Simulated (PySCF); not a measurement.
# HI⁺ with other numerical set-ups

The method stays; parts of the set-up, such as the basis or the Hamiltonian, are changed.

Computed with PySCF 2.14.0. Level: method and basis as typed in the scripts.

6 further runs of the same task are left out: 2 for a known fault of the program, 4 that didn't finish.

### 1 Where the work starts

HI⁺: 2 atoms, charge 1, spin multiplicity 2.

Bond lengths: H1–I2 1.730 Å.

### 2 The base run

The input, input.py:

```python
from pyscf import gto, scf, mp

mol = gto.M(
    atom='H 0 0 0; I 0 0 1.73',
    basis='lanl2dz',
    ecp={'I': 'lanl2dz'},
    charge=1,
    spin=1,
    verbose=4,
)
mf = scf.UHF(mol)
mf.kernel()
mp.MP2(mf).kernel()
mf.dip_moment()
print('orbital energies (hartree):', [e[max(0, n-3):n+3].round(4) for e, n in zip(mf.mo_energy, mol.nelec)])
```

Started as:

```sh
python input.py
```

The log of this run is left out.

It gives: E(SCF) = -11.358229 Eh, 9 cycles, E(MP2) − E(SCF) = -0.02340 Eh, ⟨S²⟩ = 0.761.

The bond length is a typed value, not an optimised one. The dipole of an ion depends on the origin.

### 3 Def2-svp

Run 1 changes basis set: lanl2dz → def2-svp. The core potential changes with it: totals don't compare.

The input, input.py:

```python
from pyscf import gto, scf, mp

mol = gto.M(
    atom='H 0 0 0; I 0 0 1.73',
    basis='def2-svp',
    ecp={'I': 'def2-svp'},
    charge=1,
    spin=1,
    verbose=4,
)
mf = scf.UHF(mol)
mf.kernel()
mp.MP2(mf).kernel()
mf.dip_moment()
print('orbital energies (hartree):', [e[max(0, n-3):n+3].round(4) for e, n in zip(mf.mo_energy, mol.nelec)])
```

Started as:

```sh
python input.py
```

### 4 Jorge-dzp-dkh (core potential off, X2C on)

Run 2 changes basis set: lanl2dz → jorge-dzp-dkh; core potential: on → off; spin-free X2C: off → on. The core potential changes with it: totals don't compare.

Edit input.py of step 2 so:

```diff
@@ -4,4 +4,3 @@
     atom='H 0 0 0; I 0 0 1.73',
-    basis='lanl2dz',
-    ecp={'I': 'lanl2dz'},
+    basis='jorge-dzp-dkh',
     charge=1,
@@ -11,2 +10,3 @@
 mf = scf.UHF(mol)
+mf = mf.sfx2c1e()
 mf.kernel()
```

### 5 Crenbl

Run 3 changes basis set: lanl2dz → crenbl. The core potential changes with it: totals don't compare.

Edit input.py of step 2 so:

```diff
@@ -4,4 +4,4 @@
     atom='H 0 0 0; I 0 0 1.73',
-    basis='lanl2dz',
-    ecp={'I': 'lanl2dz'},
+    basis='crenbl',
+    ecp={'I': 'crenbl'},
     charge=1,
```

Q: Predict the outcome of this session. Wanted: for each run, E(SCF); from base; gap, α spin; after the SCF.

As calculated:

| run | E(SCF) (hartree) | from base (eV) | cycles | gap, α spin (eV) | functions | after the SCF |
| --- | --- | --- | --- | --- | --- | --- |
| base | -11.358229 | 0 | 9 | 14.06 | 10 | MP2 correlation -0.637 eV |
| def2-svp | -296.872134 | not comparable | 11 | 13.74 | 31 | MP2 correlation -3.288 eV |
| jorge-dzp-dkh (core potential off, X2C on) | -7107.332108 | not comparable | 10 | 13.75 | 53 | MP2 correlation -15.599 eV |
| crenbl | -109.647537 | not comparable | 11 | 13.81 | 36 | MP2 correlation -6.033 eV |

**Reading.** Total energies from different bases, Hamiltonians or methods carry different errors, so properties are taken as differences within one set-up.
